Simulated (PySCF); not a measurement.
# Si2P2H8 (SMILES [SiH3]P[SiH2]P) at 6 levels

Aim: a comparison of 6 runs (HF/def2-SVP, B2PLYP/3-21G, B3LYP/6-31G*, M06-2X/6-31G**, r2SCAN/6-311+G**) of Si2P2H8. 

Program for the calculation: PySCF 2.14.0.

## Step 1: Starting point

The species is Si2P2H8 (12 atoms), meant as a singlet with charge 0. As SMILES, `[SiH3]P[SiH2]P`. The coordinates come from a GFN2-xTB relaxation. This is one conformer, not always the lowest.

Bond lengths: Si1–P2 2.228 Å, P2–Si3 2.235 Å, Si3–P4 2.243 Å, Si1–H5 1.461 Å, Si1–H6 1.461 Å, Si1–H7 1.464 Å, P2–H8 1.379 Å, Si3–H9 1.468 Å, Si3–H10 1.469 Å, P4–H11 1.383 Å, P4–H12 1.381 Å. Some angles: Si1–P2–Si3 101.9°, P2–Si3–P4 107.9°, Si1–P2–H8 96.0°, Si3–P2–H8 95.6°, P2–Si1–H5 106.4°, P2–Si1–H6 106.5°, P2–Si1–H7 113.1°, P2–Si3–H9 105.6°, P2–Si3–H10 115.2°, P4–Si3–H9 114.6°.

## Step 2: Energy and gradient at HF/def2-SVP (run 1)

Input file job.py:

```python
from pyscf import gto, scf

system = gto.Mole()
system.atom = [
    ('Si', (-0.623700, 2.393250, -0.016000)),
    ('P', (-1.013510, 0.347300, 0.775980)),
    ('Si', (0.772300, -0.779210, 0.043060)),
    ('P', (0.108430, -2.853400, -0.494370)),
    ('H', (0.499800, 2.926120, 0.751470)),
    ('H', (-1.840830, 3.167730, 0.215770)),
    ('H', (-0.294110, 2.404440, -1.442480)),
    ('H', (-1.849670, -0.045710, -0.247800)),
    ('H', (1.754740, -0.714190, 1.131870)),
    ('H', (1.404780, -0.230380, -1.164460)),
    ('H', (-0.278610, -3.199330, 0.787620)),
    ('H', (1.360400, -3.416610, -0.340670)),
]
system.max_memory = 1860
system.verbose = 4
system.basis = 'def2-svp'
system.build()

myscf = scf.RHF(system)
myscf.conv_tol = 1e-10
myscf.kernel()
if not myscf.converged:
    myscf = myscf.newton().run(myscf.mo_coeff, myscf.mo_occ)

e_final = myscf.e_tot
print('E(%s) = %.9f' % ('HF', e_final))
grad = myscf.nuc_grad_method().kernel()
dip = myscf.dip_moment()
pop, q = myscf.mulliken_pop()
```

Launch:

```
$ OMP_NUM_THREADS=1 python job.py
```

Output:

```text
PySCF version 2.14.0

[... 66 lines left out ...]
converged SCF energy = -1263.60638620653
[... 12 lines left out ...]
Dipole moment(X, Y, Z, Debye):  0.66854,  0.33444, -0.23956
[... 86 lines left out ...]
pop of  6 H 2py           0.00078
pop of  6 H 2pz           0.00980
pop of  7 H 1s            0.73983
pop of  7 H 2s            0.24191
pop of  7 H 2px           0.00746
pop of  7 H 2py           0.00367
pop of  7 H 2pz           0.00992
pop of  8 H 1s            0.74872
pop of  8 H 2s            0.35347
pop of  8 H 2px           0.00510
pop of  8 H 2py           0.00083
pop of  8 H 2pz           0.00594
pop of  9 H 1s            0.74912
pop of  9 H 2s            0.36034
pop of  9 H 2px           0.00263
pop of  9 H 2py           0.00210
pop of  9 H 2pz           0.00711
pop of  10 H 1s           0.74444
pop of  10 H 2s           0.25310
pop of  10 H 2px          0.00365
pop of  10 H 2py          0.00346
pop of  10 H 2pz          0.01326
pop of  11 H 1s           0.74529
pop of  11 H 2s           0.25512
pop of  11 H 2px          0.01229
pop of  11 H 2py          0.00506
pop of  11 H 2pz          0.00319
 ** Mulliken atomic charges  **
charge of    0Si =      0.55779
charge of    1P =     -0.33863
charge of    2Si =      0.50236
charge of    3P =     -0.07032
charge of    4H =     -0.12601
charge of    5H =     -0.12147
charge of    6H =     -0.12671
charge of    7H =     -0.00279
charge of    8H =     -0.11406
charge of    9H =     -0.12129
charge of   10H =     -0.01791
charge of   11H =     -0.02095
```

It took 36 s on 1 thread of Intel Xeon at 2.50GHz (Skylake/Cascade Lake), shared host; peak memory 0.27 GiB.

## Step 3: A single-point energy at B2PLYP/3-21G (run 2)

Input file run.py:

```python
from pyscf import gto, dft, mp

system = gto.M(
    atom=[
    ('Si', (-0.623700, 2.393250, -0.016000)),
    ('P', (-1.013510, 0.347300, 0.775980)),
    ('Si', (0.772300, -0.779210, 0.043060)),
    ('P', (0.108430, -2.853400, -0.494370)),
    ('H', (0.499800, 2.926120, 0.751470)),
    ('H', (-1.840830, 3.167730, 0.215770)),
    ('H', (-0.294110, 2.404440, -1.442480)),
    ('H', (-1.849670, -0.045710, -0.247800)),
    ('H', (1.754740, -0.714190, 1.131870)),
    ('H', (1.404780, -0.230380, -1.164460)),
    ('H', (-0.278610, -3.199330, 0.787620)),
    ('H', (1.360400, -3.416610, -0.340670)),
],
    max_memory=1860,
    verbose=3,
    basis='3-21g',
    charge=0,
)

myscf = dft.RKS(system)
myscf.xc = '0.53*HF + 0.47*B88, 0.73*LYP'
myscf.conv_tol = 1e-10
myscf.grids.level = 5
myscf.kernel()
if not myscf.converged:
    myscf = myscf.newton().run(myscf.mo_coeff, myscf.mo_occ)

pt = mp.MP2(myscf, frozen=20).run()
e_final = myscf.e_tot + 0.27 * pt.e_corr
print('PT2 part  %.8f' % (0.27 * pt.e_corr))
print(f'total energy: {e_final:.8f} hartree')
myscf.analyze()
```

Launch:

```
$ OMP_NUM_THREADS=1 python run.py
```

Output:

```text
converged SCF energy = -1259.19071513114
E(RMP2) = -1259.48152069774  E_corr = -0.290805566596282
E(SCS-RMP2) = -1259.50108491584  E_corr = -0.310369784698847
PT2 part  -0.07851750
total energy: -1259.26923263 hartree
**** MO energy ****
MO #1   energy= -77.7177000025747  occ= 2
MO #2   energy= -77.7114769512593  occ= 2
MO #3   energy= -66.7768906834107  occ= 2
MO #4   energy= -66.7668687830419  occ= 2
MO #5   energy= -6.90410485907303  occ= 2
MO #6   energy= -6.89753181839572  occ= 2
MO #7   energy= -5.62777855494079  occ= 2
MO #8   energy= -5.61904731348053  occ= 2
MO #9   energy= -4.95050493349139  occ= 2
MO #10  energy= -4.95002174023646  occ= 2
MO #11  energy= -4.94622309169413  occ= 2
MO #12  energy= -4.94373706956716  occ= 2
MO #13  energy= -4.94362640582178  occ= 2
MO #14  energy= -4.93945904046252  occ= 2
MO #15  energy= -3.87629458028999  occ= 2
MO #16  energy= -3.87536673500409  occ= 2
MO #17  energy= -3.87442227718428  occ= 2
MO #18  energy= -3.86759354515567  occ= 2
MO #19  energy= -3.86639502568397  occ= 2
MO #20  energy= -3.86622221384201  occ= 2
MO #21  energy= -0.789202561531981 occ= 2
MO #22  energy= -0.756314420747261 occ= 2
MO #23  energy= -0.632350657401234 occ= 2
MO #24  energy= -0.595812399284445 occ= 2
MO #25  energy= -0.47254449253798  occ= 2
MO #26  energy= -0.459177925155098 occ= 2
MO #27  energy= -0.437887937680721 occ= 2
MO #28  energy= -0.427825064945169 occ= 2
MO #29  energy= -0.410342332037049 occ= 2
MO #30  energy= -0.400078135834619 occ= 2
MO #31  energy= -0.354337945748654 occ= 2
MO #32  energy= -0.311671462927273 occ= 2
MO #33  energy= -0.297826937744125 occ= 2
MO #34  energy= 0.0422420178112561 occ= 0
MO #35  energy= 0.0496137996065342 occ= 0
MO #36  energy= 0.0676938598554528 occ= 0
MO #37  energy= 0.100842463776167  occ= 0
MO #38  energy= 0.10605389505809   occ= 0
MO #39  energy= 0.118816262283172  occ= 0
MO #40  energy= 0.127031271678896  occ= 0
MO #41  energy= 0.152120717553034  occ= 0
MO #42  energy= 0.159279680667507  occ= 0
MO #43  energy= 0.17626201244446   occ= 0
MO #44  energy= 0.197568042209854  occ= 0
MO #45  energy= 0.333786381357256  occ= 0
MO #46  energy= 0.355304041822863  occ= 0
MO #47  energy= 0.358975100569507  occ= 0
MO #48  energy= 0.378699748393064  occ= 0
MO #49  energy= 0.391247106246449  occ= 0
MO #50  energy= 0.442712864134978  occ= 0
MO #51  energy= 0.466251614663143  occ= 0
MO #52  energy= 0.481117023432383  occ= 0
MO #53  energy= 0.52616620388641   occ= 0
MO #54  energy= 0.535548499229607  occ= 0
MO #55  energy= 0.554085934765178  occ= 0
MO #56  energy= 0.579045281442274  occ= 0
MO #57  energy= 0.601776130979743  occ= 0
MO #58  energy= 0.665026700766516  occ= 0
MO #59  energy= 0.81311229534504   occ= 0
MO #60  energy= 0.858076429036508  occ= 0
MO #61  energy= 1.06731810255801   occ= 0
MO #62  energy= 1.10197317786827   occ= 0
MO #63  energy= 1.13145468060976   occ= 0
MO #64  energy= 1.17803321621864   occ= 0
MO #65  energy= 1.18854290130833   occ= 0
MO #66  energy= 1.22362104326865   occ= 0
MO #67  energy= 1.23431360075946   occ= 0
MO #68  energy= 1.25026979245522   occ= 0
 ** Mulliken atomic charges  **
charge of    0Si =      0.34733
charge of    1P =     -0.23368
charge of    2Si =      0.34540
charge of    3P =     -0.10523
charge of    4H =     -0.07313
charge of    5H =     -0.06747
charge of    6H =     -0.08085
charge of    7H =      0.00888
charge of    8H =     -0.07636
charge of    9H =     -0.08212
charge of   10H =      0.00943
charge of   11H =      0.00779
Dipole moment(X, Y, Z, Debye):  1.18824,  0.62988, -0.37378
```

Run time: 41 s. Hardware: 1 thread of Intel Xeon at 2.50GHz (Skylake/Cascade Lake), shared host; peak memory 0.38 GiB.

Run 3 isn't shown in full; the table further down has it.

## Step 4: Energy and forces at B3LYP/6-31G(d) (Cartesian functions) (run 4)

Input file input.py:

```python
import pyscf.grad
from pyscf import gto, dft

mol = gto.M(
    atom='''
Si      -0.623700       2.393250      -0.016000
P       -1.013510       0.347300       0.775980
Si       0.772300      -0.779210       0.043060
P        0.108430      -2.853400      -0.494370
H        0.499800       2.926120       0.751470
H       -1.840830       3.167730       0.215770
H       -0.294110       2.404440      -1.442480
H       -1.849670      -0.045710      -0.247800
H        1.754740      -0.714190       1.131870
H        1.404780      -0.230380      -1.164460
H       -0.278610      -3.199330       0.787620
H        1.360400      -3.416610      -0.340670
''',
    max_memory=1860,
    cart=True,
    spin=0,
    basis='6-31g*',
    verbose=4,
)

calc0 = dft.RKS(mol)
calc0.xc = 'b3lyp'
calc0.grids.level = 5
calc0.conv_tol = 1e-10
calc0.kernel()
if not calc0.converged:
    calc0 = calc0.newton().run(calc0.mo_coeff, calc0.mo_occ)

etot = calc0.e_tot
print('Final energy', etot)
grad = calc0.Gradients().kernel()
dip = calc0.dip_moment()
pop, q = calc0.mulliken_pop()
```

Launch:

```
$ OMP_NUM_THREADS=1 python input.py
```

Output:

```text
PySCF version 2.14.0

[... 79 lines left out ...]
converged SCF energy = -1266.50644065053
Final energy -1266.5064406505307
[... 12 lines left out ...]
Dipole moment(X, Y, Z, Debye):  0.71303,  0.26463, -0.21364
[... 66 lines left out ...]
pop of  3  P 3py          0.78601
pop of  3  P 3pz          0.87103
pop of  3  P 4px          0.25340
pop of  3  P 4py          0.23219
pop of  3  P 4pz          0.34878
pop of  3  P 3dxx         0.01470
pop of  3  P 3dxy         0.01799
pop of  3  P 3dxz         0.00855
pop of  3  P 3dyy         0.00504
pop of  3  P 3dyz         0.00992
pop of  3  P 3dzz         0.01208
pop of  4  H 1s           0.51609
pop of  4  H 2s           0.53104
pop of  5  H 1s           0.51585
pop of  5  H 2s           0.52844
pop of  6  H 1s           0.51596
pop of  6  H 2s           0.52889
pop of  7  H 1s           0.51426
pop of  7  H 2s           0.46208
pop of  8  H 1s           0.51523
pop of  8  H 2s           0.52150
pop of  9  H 1s           0.51488
pop of  9  H 2s           0.53211
pop of  10  H 1s          0.51595
pop of  10  H 2s          0.44758
pop of  11  H 1s          0.51668
pop of  11  H 2s          0.45011
 ** Mulliken atomic charges  **
charge of    0Si =      0.23954
charge of    1P =     -0.20888
charge of    2Si =      0.23735
charge of    3P =     -0.14137
charge of    4H =     -0.04712
charge of    5H =     -0.04429
charge of    6H =     -0.04485
charge of    7H =      0.02366
charge of    8H =     -0.03673
charge of    9H =     -0.04699
charge of   10H =      0.03648
charge of   11H =      0.03321
```

It took 2.2 min on 1 thread of Intel Xeon at 2.50GHz (Skylake/Cascade Lake), shared host; peak memory 0.9 GiB.

Run 5 isn't shown in full; the table further down has it.

## Step 5: Energy and forces at r2SCAN/6-311+G(d,p) (run 6)

Input file calc.py:

```python
# [SiH3]P[SiH2]P
import pyscf.grad
from pyscf import gto, dft

mol = gto.M(
    atom=[
    ('Si', (-0.623700, 2.393250, -0.016000)),
    ('P', (-1.013510, 0.347300, 0.775980)),
    ('Si', (0.772300, -0.779210, 0.043060)),
    ('P', (0.108430, -2.853400, -0.494370)),
    ('H', (0.499800, 2.926120, 0.751470)),
    ('H', (-1.840830, 3.167730, 0.215770)),
    ('H', (-0.294110, 2.404440, -1.442480)),
    ('H', (-1.849670, -0.045710, -0.247800)),
    ('H', (1.754740, -0.714190, 1.131870)),
    ('H', (1.404780, -0.230380, -1.164460)),
    ('H', (-0.278610, -3.199330, 0.787620)),
    ('H', (1.360400, -3.416610, -0.340670)),
],
    verbose=4,
    max_memory=1860,
    basis='6-311+g**',
    charge=0,
)

mf = dft.RKS(mol, xc='r2scan')
mf.grids.level = 5
mf.conv_tol = 1e-10
mf.kernel()
if not mf.converged:
    mf = mf.newton().run(mf.mo_coeff, mf.mo_occ)

energy = mf.e_tot
print('E = %.10f Eh' % energy)
grad = mf.Gradients().kernel()
mf.analyze()
```

Launch:

```
$ OMP_NUM_THREADS=1 python calc.py
```

Output:

```text
PySCF version 2.14.0

[... 108 lines left out ...]
MO #3   energy= -65.8278507625568  occ= 2
[... 14 lines left out ...]
MO #18  energy= -3.55133349546196  occ= 2
[... 14 lines left out ...]
MO #33  energy= -0.239080760120739 occ= 2
[... 14 lines left out ...]
MO #48  energy= 0.0764584806022987 occ= 0
[... 14 lines left out ...]
MO #63  energy= 0.261912075832721  occ= 0
[... 14 lines left out ...]
MO #78  energy= 0.436825455989492  occ= 0
[... 14 lines left out ...]
MO #93  energy= 0.730193093186324  occ= 0
[... 14 lines left out ...]
MO #108 energy= 1.26025250580348   occ= 0
[... 14 lines left out ...]
MO #123 energy= 1.61747448435598   occ= 0
[... 14 lines left out ...]
MO #138 energy= 2.17340412419545   occ= 0
[... 14 lines left out ...]
MO #153 energy= 11.3743190614781   occ= 0
[... 14 lines left out ...]
MO #168 energy= 163.443505500418   occ= 0
[... 144 lines left out ...]
pop of  7 H 2py           0.00051
pop of  7 H 2pz           0.00236
pop of  8 H 1s            1.07497
pop of  8 H 2s            0.00402
pop of  8 H 3s            0.00103
pop of  8 H 2px           0.00160
pop of  8 H 2py           0.00016
pop of  8 H 2pz           0.00198
pop of  9 H 1s            1.07928
pop of  9 H 2s            0.00403
pop of  9 H 3s            0.00114
pop of  9 H 2px           0.00071
pop of  9 H 2py           0.00061
pop of  9 H 2pz           0.00236
pop of  10 H 1s           0.96386
pop of  10 H 2s           0.00644
pop of  10 H 3s           0.00129
pop of  10 H 2px          0.00050
pop of  10 H 2py          0.00058
pop of  10 H 2pz          0.00349
pop of  11 H 1s           0.96174
pop of  11 H 2s           0.00664
pop of  11 H 3s           0.00121
pop of  11 H 2px          0.00306
pop of  11 H 2py          0.00096
pop of  11 H 2pz          0.00050
 ** Mulliken atomic charges  **
charge of    0Si =      0.34023
charge of    1P =     -0.21812
charge of    2Si =      0.33257
charge of    3P =     -0.12430
charge of    4H =     -0.07573
charge of    5H =     -0.07205
charge of    6H =     -0.08557
charge of    7H =      0.02513
charge of    8H =     -0.08376
charge of    9H =     -0.08812
charge of   10H =      0.02384
charge of   11H =      0.02589
Dipole moment(X, Y, Z, Debye):  0.65995,  0.24601, -0.18942
```

It took 5.5 min on 1 thread of Intel Xeon at 2.50GHz (Skylake/Cascade Lake), shared host; peak memory 2.2 GiB.

## Step 6: Overview of the runs

| run | level | task | frozen core orbitals | energy (Eh) | dipole moment (D) | HOMO energy (eV) | LUMO energy (eV) | wall time |
| --- | --- | --- | --- | --- | --- | --- | --- | --- |
| 1 | HF/def2-SVP | gradient | – | -1263.606386 | 0.78 | -9.77 | 3.46 | 36 s |
| 2 | B2PLYP/3-21G | energy | 20 | -1259.269233 | 1.40 | -8.10 | 1.15 | 41 s |
| 3 | B3LYP/6-31G* (spherical functions) | gradient | – | -1266.498025 | 0.79 | -6.98 | -0.22 | 1.8 min |
| 4 | B3LYP/6-31G* (Cartesian functions) | gradient | – | -1266.506441 | 0.79 | -6.98 | -0.22 | 2.2 min |
| 5 | M06-2X/6-31G** (spherical functions) | gradient | – | -1266.314088 | 0.91 | -8.21 | 0.62 | 4.1 min |
| 6 | r2SCAN/6-311+G** | gradient | – | -1266.416924 | 0.73 | -6.51 | -0.84 | 5.5 min |

## Step 7: What came out

| quantity | value |
| --- | --- |
| run 6: total energy | -1266.41692 Eh |
| run 6: dipole moment | 0.73 D |
| run 6: HOMO energy | -6.51 eV |
| run 6: LUMO energy | -0.84 eV |
| run 6: HOMO–LUMO gap | 5.67 eV |
| run 6: largest force on an atom | 1.234 eV/Å |

**Reading.** The dipole moment (its size) runs from 0.73 D (r2SCAN/6-311+G**) to 1.40 D (B2PLYP/3-21G). The two ends differ in method and basis. A double hybrid's value is that of its SCF part. The HOMO–LUMO gap runs from 5.67 eV (r2SCAN/6-311+G**) to 13.24 eV (HF/def2-SVP). Totals of different functionals can't be ranked against each other. All runs together took 15 min, the longest 5.5 min.
